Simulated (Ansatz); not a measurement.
# CH₄BFOS: small, medium and large basis sets

The task here is to estimate one member of a computed series from the others.

Method: one geometry, several basis sets; program: Ansatz 0.2.0, Gaussian basis.

Plan: PBE0-D4/def2-SVP; ωB97M-V/def2-SVP; PBE0-D4/def2-QZVPP; ωB97M-V/def2-QZVPP; the functionals' def2-TZVPP values are taken from earlier runs.

## The geometry

The geometry comes from an earlier relaxation with PBE0-D4 in a triple-zeta def2 set; it is a stationary point, not always the lowest conformer.

SMILES `OBC(F)S`, 9 atoms, charge 0, spin multiplicity 1.

Atoms are counted from 1 here; the program's logs count them from 0.

Bond lengths: O1–B2 1.340 Å, O1–H6 0.966 Å, B2–C3 1.589 Å, B2–H7 1.194 Å, C3–F4 1.403 Å, C3–S5 1.790 Å, C3–H8 1.094 Å, S5–H9 1.344 Å. Angles: B2–O1–H6 111.6°, O1–B2–C3 118.9°, O1–B2–H7 119.4°, C3–B2–H7 121.7°, B2–C3–F4 109.4°, B2–C3–S5 109.8°, B2–C3–H8 110.7°, F4–C3–S5 111.7°, F4–C3–H8 106.5°, S5–C3–H8 108.7°, C3–S5–H9 97.3°.

Coordinates:

| atom | x (Å) | y (Å) | z (Å) |
| --- | --- | --- | --- |
| O1 | 0.3628 | 1.1244 | -1.6813 |
| B2 | 0.7247 | 0.7419 | -0.4493 |
| C3 | -0.0383 | -0.4734 | 0.2325 |
| F4 | -0.9448 | -1.0275 | -0.6832 |
| S5 | -0.8606 | 0.0860 | 1.7203 |
| H6 | -0.3644 | 0.5862 | -2.0207 |
| H7 | 1.6175 | 1.3112 | 0.1021 |
| H8 | 0.6623 | -1.2707 | 0.4980 |
| H9 | -1.0707 | -1.1244 | 2.2643 |

Set-up of the first run:

File in.yaml:

```yaml
crystal:
  periodic: [false, false, false]
  atoms:
    - {symbol: O, position_ang: [0.362785, 1.124364, -1.681254]}
    - {symbol: B, position_ang: [0.724685, 0.741924, -0.449276]}
    - {symbol: C, position_ang: [-0.038318, -0.473373, 0.232506]}
    - {symbol: F, position_ang: [-0.944768, -1.027514, -0.683238]}
    - {symbol: S, position_ang: [-0.860619, 0.085951, 1.720341]}
    - {symbol: H, position_ang: [-0.364414, 0.586212, -2.020680]}
    - {symbol: H, position_ang: [1.617500, 1.311183, 0.102111]}
    - {symbol: H, position_ang: [0.662284, -1.270738, 0.498047]}
    - {symbol: H, position_ang: [-1.070734, -1.124409, 2.264343]}
basis:
  gaussian: {orbitals: def2-SVP}
hamiltonian: {xc: pbe0, dispersion: d4}
output: {orbitals: {seedname: orbitals}}
```

Launch:

```bash
$ ansatz run in.yaml --threads 2 --pin off --events-out ev --progress --plain --max-ram 4352MiB
```

Steps of the session up to this table: PBE0-D4 in def2-SVP; ωB97M-V in def2-SVP; PBE0-D4 in def2-QZVPP; ωB97M-V in def2-QZVPP.

One of the session's tables, all rows but one given; the rest of the session is left out.

```
functional       basis  HOMO (eV)
   PBE0-D4    def2-SVP      -7.49
   PBE0-D4  def2-TZVPP      -7.67
   PBE0-D4  def2-QZVPP          ?
   ωB97M-V    def2-SVP      -9.71
   ωB97M-V  def2-TZVPP      -9.91
   ωB97M-V  def2-QZVPP      -9.96
```

Q: Estimate the row for PBE0-D4, def2-QZVPP from the others.

**Answer.** HOMO (eV): -7.71. In the column «HOMO (eV)» it lies between ωB97M-V, def2-SVP (-9.71) and PBE0-D4, def2-TZVPP (-7.67).
